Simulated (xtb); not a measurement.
# CH2FNO2Si (SMILES OC1=N[Si]1(O)F) at GFN1-xTB

Aim: a geometry optimisation of CH2FNO2Si. 

The calculation is run with xtb 6.7.1.

3 further runs of the same task are left out: 3 set aside as unsound or not needed.

### 1 The molecule

CH2FNO2Si has 8 atoms, charge 0, and is taken as a singlet. SMILES: `OC1=N[Si]1(O)F`. All atoms were displaced at random from a relaxed shape. The run starts from this shape.

Bond lengths: O1–C2 1.219 Å, C2–N3 1.279 Å, C2–Si4 1.917 Å, N3–Si4 1.704 Å, Si4–O5 1.626 Å, Si4–F6 1.681 Å, O1–H7 1.118 Å, O5–H8 0.989 Å. Some angles: O1–C2–N3 141.2°, O1–C2–Si4 156.4°, N3–C2–Si4 60.6°, C2–N3–Si4 78.6°, C2–Si4–N3 40.8°, C2–Si4–O5 125.5°, C2–Si4–F6 122.8°, N3–Si4–O5 128.8°, N3–Si4–F6 131.9°, O5–Si4–F6 98.0°.

### 2 A geometry optimisation at GFN1-xTB

Contents of xtb.inp:

```
$opt
   hessian=old
$end
```

Contents of start.xyz:

```xyz
8

O      0.01354    -1.76560     1.34080
C      0.19698    -0.75582     0.68275
N      1.06206     0.16667     0.49276
Si    -0.29824     0.81051    -0.30555
O     -0.61296     0.86195    -1.89954
F     -1.50513     1.86423     0.20463
H      1.01312    -1.83800     1.83527
H      0.14928     0.54465    -2.44484
```

Command:

```bash
$ xtb start.xyz --opt tight --uhf 0 --input xtb.inp --gfn1 --parallel 1 > run.log 2> xtb.err
```

**Question.** What will come out? Wanted: total energy at the end; dipole moment; HOMO energy; LUMO energy; HOMO–LUMO gap; dispersion energy.

Answer, from the run:

Level: GFN1-xTB.

```
               quantity         value
total energy at the end  -22.85704 Eh
          dipole moment        3.22 D
            HOMO energy      -9.93 eV
            LUMO energy      -6.84 eV
          HOMO–LUMO gap       3.09 eV
      dispersion energy  -6.15 kJ/mol
```

**Reading.** At the final geometry: Bond lengths: O1–C2 1.328 Å, C2–N3 1.348 Å, C2–Si4 1.793 Å, N3–Si4 1.766 Å, Si4–O5 1.587 Å, Si4–F6 1.583 Å, O1–H7 0.973 Å, O5–H8 0.946 Å. Some angles: O1–C2–N3 122.1°, O1–C2–Si4 171.2°, N3–C2–Si4 66.7°, C2–N3–Si4 68.8°, C2–Si4–N3 44.5°, C2–Si4–O5 125.1°, C2–Si4–F6 120.1°, N3–Si4–O5 124.7°, N3–Si4–F6 120.3°, O5–Si4–F6 108.9°. The optimisation took 24 steps and changed the energy by -1.923 eV.
